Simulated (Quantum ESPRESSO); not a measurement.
# GaGe (F-43m) in Quantum ESPRESSO: a series of runs, part 3 of 4

Quantum ESPRESSO 7.5. The steps go on from the part before.

**5. Phonons, LDA, target pressure 20 GPa, at which the enthalpy is minimised**

Contents of pw.in:

```
&CONTROL
  calculation = 'scf'
  prefix = 'pwscf'
  outdir = './tmp'
  pseudo_dir = './pseudo'
  tprnfor = .true.
  tstress = .true.
  disk_io = 'low'
/
&SYSTEM
  ibrav = 0
  nat = 2
  ntyp = 2
  ecutwfc = 56
  ecutrho = 448
  nbnd = 24
  occupations = 'smearing'
  smearing = 'mv'
  degauss = 0.01469973
/
&ELECTRONS
  conv_thr = 4d-10
  electron_maxstep = 120
  mixing_beta = 0.5
/
ATOMIC_SPECIES
Ge    72.6300 ge_lda_v1.4.uspp.F.UPF
Ga    69.7230 ga_lda_v1.4.uspp.F.UPF
CELL_PARAMETERS angstrom
   0.0000000000    2.8978440000    2.8978440000
   2.8978440000    0.0000000000    2.8978440000
   2.8978440000    2.8978440000    0.0000000000
ATOMIC_POSITIONS crystal
Ge     0.0000000000    0.0000000000    0.0000000000
Ga     0.2500000000    0.2500000000    0.2500000000
K_POINTS automatic
7 7 7 0 0 0
```

Contents of relax.in:

```
&CONTROL
  calculation = 'vc-relax'
  prefix = 'pwscf'
  outdir = './tmp'
  pseudo_dir = './pseudo'
  tprnfor = .true.
  tstress = .true.
  disk_io = 'low'
  nstep = 40
  forc_conv_thr = 0.0001
  etot_conv_thr = 1d-06
/
&SYSTEM
  ibrav = 0
  nat = 2
  ntyp = 2
  ecutwfc = 56
  ecutrho = 448
  nbnd = 24
  occupations = 'smearing'
  smearing = 'mv'
  degauss = 0.01469973
/
&ELECTRONS
  conv_thr = 4d-10
  electron_maxstep = 120
  mixing_beta = 0.5
/
&IONS
  ion_dynamics = 'bfgs'
/
&CELL
  cell_dynamics = 'bfgs'
  press = 200
  press_conv_thr = 0.2
/
ATOMIC_SPECIES
Ge    72.6300 ge_lda_v1.4.uspp.F.UPF
Ga    69.7230 ga_lda_v1.4.uspp.F.UPF
CELL_PARAMETERS angstrom
   0.0000000000    2.8978440000    2.8978440000
   2.8978440000    0.0000000000    2.8978440000
   2.8978440000    2.8978440000    0.0000000000
ATOMIC_POSITIONS crystal
Ge     0.0000000000    0.0000000000    0.0000000000
Ga     0.2500000000    0.2500000000    0.2500000000
K_POINTS automatic
7 7 7 0 0 0
```

Contents of scf2.in:

```
&CONTROL
  calculation = 'scf'
  prefix = 'pwscf'
  outdir = './tmp'
  pseudo_dir = './pseudo'
  tprnfor = .true.
  tstress = .true.
  disk_io = 'low'
/
&SYSTEM
  ibrav = 0
  nat = 2
  ntyp = 2
  ecutwfc = 56
  ecutrho = 448
  nbnd = 24
  occupations = 'smearing'
  smearing = 'mv'
  degauss = 0.01469973
/
&ELECTRONS
  conv_thr = 1d-13
  electron_maxstep = 120
  mixing_beta = 0.5
  startingpot = 'file'
  startingwfc = 'file'
/
ATOMIC_SPECIES
Ge    72.6300 ge_lda_v1.4.uspp.F.UPF
Ga    69.7230 ga_lda_v1.4.uspp.F.UPF
CELL_PARAMETERS angstrom
   0.0000000000    2.6302985420    2.6302985420
   2.6302985420    0.0000000000    2.6302985420
   2.6302985420    2.6302985420    0.0000000000
ATOMIC_POSITIONS crystal
Ge     0.0000000000    0.0000000000    0.0000000000
Ga     0.2500000000    0.2500000000    0.2500000000
K_POINTS automatic
7 7 7 0 0 0
```

Contents of ph.in:

```
phonons of GaGe
&INPUTPH
  prefix = 'pwscf'
  outdir = './tmp'
  tr2_ph = 1d-18
  fildyn = 'dyn'
  niter_ph = 90
  alpha_mix(1) = 0.4
/
0.0000000000 0.0000000000 0.0000000000
```

Contents of dynmat.in:

```
&INPUT
  fildyn = 'dyn'
  asr = 'crystal'
  filout = 'dynmat.disp'
  fileig = 'dynmat.eig'
/
```

Potentials or basis: GBRV 1.5 LDA.

The run is started by

```sh
OMP_NUM_THREADS=1 pw.x -in pw.in > pw.out
OMP_NUM_THREADS=1 pw.x -in relax.in > relax.out
OMP_NUM_THREADS=1 pw.x -in scf2.in > scf2.out
OMP_NUM_THREADS=1 ph.x -in ph.in > ph.out
OMP_NUM_THREADS=1 dynmat.x -in dynmat.in > dynmat.out
```

pw.out:

```text
This program is part of the open-source Quantum ESPRESSO suite
     for quantum simulation of materials; please cite
[... 9 lines left out ...]
     --------------------
     sticks:   dense  smooth     PW     G-vecs:    dense   smooth      PW
     Sum        1843     925    283                52393    18643    3071

     Using Slab Decomposition

     bravais-lattice index     =            0
     lattice parameter (alat)  =       7.7444  a.u.
     unit-cell volume          =     328.4366 (a.u.)^3
     number of atoms/cell      =            2
     number of atomic types    =            2
     number of electrons       =        33.00
     number of Kohn-Sham states=           24
     kinetic-energy cutoff     =      56.0000  Ry
     charge density cutoff     =     448.0000  Ry
     scf convergence threshold =      4.0E-10
     mixing beta               =       0.5000
     number of iterations used =            8  plain     mixing
     Exchange-correlation=  SLA  PZ   NOGX NOGC
                           (   1   1   0   0   0   0   0)

     celldm(1)=   7.744419  celldm(2)=   0.000000  celldm(3)=   0.000000
     celldm(4)=   0.000000  celldm(5)=   0.000000  celldm(6)=   0.000000

     crystal axes: (cart. coord. in units of alat)
               a(1) = (   0.000000   0.707107   0.707107 )
               a(2) = (   0.707107   0.000000   0.707107 )
               a(3) = (   0.707107   0.707107   0.000000 )

     reciprocal axes: (cart. coord. in units 2 pi/alat)
               b(1) = ( -0.707107  0.707107  0.707107 )
               b(2) = (  0.707107 -0.707107  0.707107 )
               b(3) = (  0.707107  0.707107 -0.707107 )

     PseudoPot. # 1 for Ge read from file:
     ge_lda_v1.4.uspp.F.UPF
     Pseudo is Ultrasoft + core correction, Zval = 14.0
     Generated by new atomic code, or converted to UPF format
     Using radial grid of  873 points,  6 beta functions with:
                l(1) =   0
                l(2) =   0
                l(3) =   1
                l(4) =   1
                l(5) =   2
                l(6) =   2
     Q(r) pseudized with  8 coefficients,  rinner =    1.400   1.400   1.400
                                                       1.400   1.400

     PseudoPot. # 2 for Ga read from file:
     ga_lda_v1.4.uspp.F.UPF
     Pseudo is Ultrasoft + core correction, Zval = 19.0
     Generated by new atomic code, or converted to UPF format
     Using radial grid of  871 points,  6 beta functions with:
                l(1) =   0
                l(2) =   0
                l(3) =   1
                l(4) =   1
                l(5) =   2
                l(6) =   2
     Q(r) pseudized with  8 coefficients,  rinner =    1.250   1.250   1.250
                                                       1.250   1.250

     atomic species   valence    mass     pseudopotential
     Ge               14.00    72.63000     Ge( 1.00)
     Ga               19.00    69.72300     Ga( 1.00)

     24 Sym. Ops. (no inversion) found

   Cartesian axes

     site n.     atom                  positions (alat units)
         1        Ge     tau(   1) = (   0.0000000   0.0000000   0.0000000  )
         2        Ga     tau(   2) = (   0.3535534   0.3535534   0.3535534  )

     number of k points=    20  Marzari-Vanderbilt smearing, width (Ry)=  0.0147
                       cart. coord. in units 2pi/alat
        k(    1) = (   0.0000000   0.0000000   0.0000000), wk =   0.0058309
        k(    2) = (   0.1010153   0.1010153  -0.1010153), wk =   0.0466472
        k(    3) = (   0.2020305   0.2020305  -0.2020305), wk =   0.0466472
        k(    4) = (   0.3030458   0.3030458  -0.3030458), wk =   0.0466472
        k(    5) = (   0.2020305  -0.0000000   0.0000000), wk =   0.0349854
        k(    6) = (   0.3030458   0.1010153  -0.1010153), wk =   0.1399417
[... 12 lines left out ...]
        k(   19) = (  -0.1010153  -0.5050763   0.7071068), wk =   0.1399417
        k(   20) = (  -0.0000000  -0.4040610   0.6060915), wk =   0.1399417

     Dense  grid:    52393 G-vectors     FFT dimensions: (  54,  54,  54)

     Smooth grid:    18643 G-vectors     FFT dimensions: (  40,  40,  40)

     Check: negative core charge=   -0.000001

     Initial potential from superposition of free atoms

     starting charge      31.9993, renormalised to      33.0000
     Starting wfcs are   21 randomized atomic wfcs +    3 random wfcs

     Self-consistent Calculation

     iteration #  1     ecut=    56.00 Ry     beta= 0.50
     Davidson diagonalization with overlap
     ethr =  1.00E-02,  avg # of iterations =  5.5

     total energy              =    -626.92320779 Ry
     estimated scf accuracy    <       2.68306889 Ry

     iteration #  2     ecut=    56.00 Ry     beta= 0.50
     Davidson diagonalization with overlap
     ethr =  8.13E-03,  avg # of iterations =  2.0
[... 50 lines left out ...]
     total energy              =    -628.02977650 Ry
     estimated scf accuracy    <          5.6E-10 Ry

     iteration # 10     ecut=    56.00 Ry     beta= 0.50
     Davidson diagonalization with overlap
     ethr =  1.70E-12,  avg # of iterations =  3.6

     End of self-consistent calculation

          k = 0.0000 0.0000 0.0000 (  2277 PWs)   bands (ev):

   -86.9880 -86.9880 -86.9880 -17.4958 -17.4958 -17.4958 -17.4764 -17.4764
    -7.8302  -7.8302  -7.8302  -7.7701  -7.7701  -4.0501   8.2089   8.2089
     8.2089   8.3838  10.8678  10.8678  10.8678  14.0815  17.3153  17.3153

          k = 0.1010 0.1010-0.1010 (  2316 PWs)   bands (ev):

   -86.9880 -86.9880 -86.9880 -17.4958 -17.4954 -17.4954 -17.4763 -17.4763
    -7.8354  -7.8268  -7.8268  -7.7704  -7.7704  -3.8127   5.7325   7.8351
     7.8351   9.2776  11.3687  11.3687  11.8474  15.2649  16.2188  16.2188
[... 7 lines left out ...]
          k = 0.3030 0.3030-0.3030 (  2340 PWs)   bands (ev):

   -86.9880 -86.9880 -86.9880 -17.4958 -17.4936 -17.4936 -17.4755 -17.4755
    -7.8566  -7.8160  -7.8160  -7.7687  -7.7687  -2.2849   1.4315   6.9476
     6.9476   8.5132  11.8822  11.8822  14.6966  16.9238  18.0409  18.0409

          k = 0.2020-0.0000 0.0000 (  2313 PWs)   bands (ev):

   -86.9880 -86.9880 -86.9880 -17.4965 -17.4948 -17.4948 -17.4767 -17.4758
    -7.8407  -7.8235  -7.8235  -7.7729  -7.7688  -3.7325   5.7489   7.2301
     7.2301   9.9521  10.6527  12.2317  12.2317  14.8247  15.6888  17.6381

          k = 0.3030 0.1010-0.1010 (  2317 PWs)   bands (ev):

   -86.9880 -86.9880 -86.9880 -17.4967 -17.4940 -17.4938 -17.4768 -17.4752
    -7.8505  -7.8176  -7.8163  -7.7750  -7.7677  -3.1977   3.8557   6.4823
     6.6594  10.0078  11.0195  12.8833  13.0370  15.4468  16.9962  17.5302
[... 19 lines left out ...]
          k =-0.0000-0.2020 0.2020 (  2325 PWs)   bands (ev):

   -86.9880 -86.9880 -86.9880 -17.4959 -17.4948 -17.4944 -17.4764 -17.4757
    -7.8435  -7.8230  -7.8201  -7.7723  -7.7694  -3.4265   4.4330   6.2262
     7.7582  10.0534  11.5367  11.5746  12.9886  15.1964  16.3902  16.7290

          k = 0.4041-0.0000 0.0000 (  2305 PWs)   bands (ev):

   -86.9880 -86.9880 -86.9880 -17.4980 -17.4926 -17.4926 -17.4775 -17.4743
    -7.8620  -7.8081  -7.8081  -7.7807  -7.7658  -2.8101   3.3125   6.0260
     6.0260   9.0011  10.4711  14.5400  14.5400  15.3388  18.5990  18.6074

          k = 0.5051 0.1010-0.1010 (  2338 PWs)   bands (ev):

   -86.9880 -86.9880 -86.9880 -17.4980 -17.4920 -17.4917 -17.4775 -17.4739
    -7.8687  -7.8039  -7.8021  -7.7822  -7.7651  -2.0566   1.9973   5.0714
     5.7458   9.2871  10.6475  14.2435  15.0030  17.9170  19.1514  19.6485

          k =-0.1010-0.5051 0.5051 (  2309 PWs)   bands (ev):

   -86.9880 -86.9880 -86.9880 -17.4966 -17.4926 -17.4917 -17.4768 -17.4744
    -7.8673  -7.8065  -7.8018  -7.7782  -7.7676  -1.4076   1.1173   4.1673
     5.9054   9.4670  12.7576  13.9047  14.4961  16.5217  17.7949  19.9467

          k = 0.0000-0.4041 0.4041 (  2321 PWs)   bands (ev):

   -86.9880 -86.9880 -86.9880 -17.4952 -17.4938 -17.4926 -17.4759 -17.4753
    -7.8610  -7.8107  -7.8073  -7.7727  -7.7713  -1.8633   1.6833   4.1177
     6.4556   9.9105  13.4458  13.5359  13.8256  15.8975  16.0011  20.2380

          k = 0.6061-0.0000 0.0000 (  2337 PWs)   bands (ev):

   -86.9880 -86.9880 -86.9880 -17.4991 -17.4908 -17.4908 -17.4781 -17.4732
    -7.8777  -7.7953  -7.7953  -7.7881  -7.7634  -1.4596   1.1807   5.3620
     5.3620   8.6992   9.2212  16.8556  16.8556  17.8381  20.1952  20.2326

          k =-0.0000-0.6061 0.6061 (  2316 PWs)   bands (ev):

   -86.9880 -86.9880 -86.9880 -17.4985 -17.4911 -17.4908 -17.4778 -17.4734
    -7.8764  -7.7980  -7.7951  -7.7854  -7.7645  -1.0319   0.7236   4.5701
     5.4211   8.9899  10.1809  16.2923  16.5225  17.4005  18.8385  20.3831

          k = 0.4041 0.2020 0.0000 (  2336 PWs)   bands (ev):

   -86.9880 -86.9880 -86.9880 -17.4967 -17.4933 -17.4927 -17.4768 -17.4747
    -7.8590  -7.8120  -7.8093  -7.7771  -7.7671  -2.5510   2.7064   5.0875
     6.3566  10.6071  11.1311  12.4147  14.2543  16.2488  18.1326  18.9306

          k =-0.2020-0.4041 0.6061 (  2316 PWs)   bands (ev):

   -86.9880 -86.9880 -86.9880 -17.4958 -17.4938 -17.4919 -17.4765 -17.4747
    -7.8634  -7.8105  -7.8044  -7.7757  -7.7685  -1.7307   1.4385   4.4747
     5.8568  10.7968  11.5306  13.2111  14.7316  16.2286  18.1355  19.1566
[... 7 lines left out ...]
          k =-0.0000-0.4041 0.6061 (  2317 PWs)   bands (ev):

   -86.9880 -86.9880 -86.9880 -17.4960 -17.4937 -17.4908 -17.4768 -17.4743
    -7.8681  -7.8069  -7.7986  -7.7782  -7.7688  -1.1118   0.9328   4.0588
     5.1244  10.7015  12.8002  13.3172  13.6691  17.1760  18.4898  20.6950

     the Fermi energy is     6.4985 ev

!    total energy              =    -628.02977650 Ry
     estimated scf accuracy    <          4.0E-12 Ry
     smearing contrib. (-TS)   =      -0.00086653 Ry
     internal energy E=F+TS    =    -628.02890997 Ry

     The total energy is F=E-TS. E is the sum of the following terms:
     one-electron contribution =    -536.24695061 Ry
     hartree contribution      =     285.22168105 Ry
     xc contribution           =    -104.87740451 Ry
     ewald contribution        =    -272.12623591 Ry

     convergence has been achieved in  10 iterations

     Forces acting on atoms (cartesian axes, Ry/au):

     atom    1 type  1   force =     0.00000000    0.00000000   -0.00000000
     atom    2 type  2   force =    -0.00000000   -0.00000000    0.00000000

     Total force =     0.000000     Total SCF correction =     0.000000

     Computing stress (Cartesian axis) and pressure

          total   stress  (Ry/bohr**3)                   (kbar)     P=      -40.83
  -0.00027755   0.00000000   0.00000000          -40.83        0.00        0.00
   0.00000000  -0.00027755   0.00000000            0.00      -40.83        0.00
   0.00000000   0.00000000  -0.00027755            0.00        0.00      -40.83

=------------------------------------------------------------------------------=
   JOB DONE.
=------------------------------------------------------------------------------=
```

It took 7 min on 1 thread of AMD EPYC 7R43 (Zen 3), shared host; peak memory 0.24 GiB.

What came out:

| Quantity | Value |
| --- | --- |
| Free energy | -8544.3823 eV |
| Relaxed volume | 18.20 Å³/atom |
| Relaxed cell | a = 3.720 Å, b = 3.720 Å, c = 3.720 Å, α = 60.00°, β = 60.00°, γ = 60.00° |
| Space group after relaxing (to 0.05 Å) | F-43m (No. 216) |
| Pressure after relaxing | 20.3 GPa |
| Band gap on the k mesh | none (metal or under the smearing width) |
| Highest phonon frequency at Γ | 284 cm⁻¹ |

Step by step:
| step | energy change (eV) | largest force (eV/Å) | pressure (GPa) | volume (Å³) |
| --- | --- | --- | --- | --- |
| 1 | 0.0000 | 0.0000 | -4.08 | 48.67 |
| 2 | -0.0345 | 0.0000 | 2.98 | 42.93 |
| 3 | 0.5539 | 0.0000 | 25.10 | 35.21 |
| 4 | 0.3466 | 0.0000 | 18.72 | 36.73 |
| 5 | 0.3848 | 0.0000 | 19.93 | 36.41 |
| 6 | 0.3869 | 0.0000 | 20.00 | 36.40 |

Final structure:
```
CELL_PARAMETERS angstrom
0.00000 2.63030 2.63030
2.63030 0.00000 2.63030
2.63030 2.63030 0.00000
ATOMIC_POSITIONS crystal
Ge 0.00000 0.00000 0.00000
Ga 0.25000 0.25000 0.25000
```

Phonon frequencies in cm⁻¹ (negative: imaginary):
```csv
q point,frequencies
"(0.000, 0.000, 0.000)",-9 -9 -9 284 284 284
```

Optical modes at Γ, degenerate ones joined:
| cm⁻¹ | components | symmetry | active in |
| --- | --- | --- | --- |
| 284 | 3 | T2 | IR and Raman |

Caveat: the mesh is thin for the phonons of a metal; the volume moved by over 15 % at a fixed basis, so the end points are rough; the cell is more than 3 GPa from zero pressure, which shifts response properties.

(Continued in part 4 of 4.)
